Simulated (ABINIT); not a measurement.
The system is TiTeSe.

```
Te Se Ti
1.0
     3.68513    0.00000    0.00000
    -1.84256    3.19141    0.00000
     0.00000    0.00000    6.63475
Te Se Ti
1 1 1
Direct
  0.66667 0.33333 0.25167
  0.33333 0.66667 0.76962
  0.00000 0.00000 0.97872
```

The cell comes from a database or a generator and needn't be the stable form of this composition.

* Program: ABINIT 10.8.3 (patched build)
* Task: relaxation of cell and atoms
* Functional: PBE
* Potentials or basis: JTH PAW PBE v2.0
* Cutoff: 408 eV
* k mesh: 8 × 8 × 4
* Occupations: fermi-dirac, width 0.05 eV
* Spin: no spin polarisation

At the start: pressure 0.5 GPa; volume 26.01 Å³/atom.

Q: Where does the relaxation end?

A: Over 7 steps the energy falls by 2.1 meV/atom and the volume is 25.97 Å³/atom (-0.1 %); space group P3m1 (No. 156, to 0.05 Å).

Step by step:
| step | energy change (eV) | largest force (eV/Å) | pressure (GPa) | volume (Å³) |
| --- | --- | --- | --- | --- |
| 1 | 0.0000 | 0.2025 | 0.54 | 78.03 |
| 2 | -0.0014 | 0.1508 | 0.37 | 78.13 |
| 3 | -0.0041 | 0.0343 | -0.25 | 78.45 |
| 4 | -0.0044 | 0.0382 | -0.27 | 78.44 |
| 5 | -0.0060 | 0.0649 | -0.21 | 78.19 |
| 6 | -0.0065 | 0.0502 | -0.06 | 78.01 |
| 7 | -0.0064 | 0.0352 | 0.08 | 77.91 |

Final structure:
```cif
data_structure
_symmetry_space_group_name_H-M 'P 1'
_symmetry_Int_Tables_number 1
_cell_length_a 3.6582
_cell_length_b 3.6582
_cell_length_c 6.7226
_cell_angle_alpha 90.000
_cell_angle_beta 90.000
_cell_angle_gamma 120.000
_cell_volume 77.91
loop_
_atom_site_label
_atom_site_type_symbol
_atom_site_fract_x
_atom_site_fract_y
_atom_site_fract_z
_atom_site_occupancy
Te1 Te 0.66667 0.33333 0.25372 1
Se1 Se 0.33333 0.66667 0.76738 1
Ti1 Ti 0.00000 0.00000 0.97890 1
```

Caveat: the log and the count of SCF iterations are those of the last ABINIT call alone; this functional lacks dispersion, which binds the layers, so the pressure and a relaxed spacing across them are unreliable.
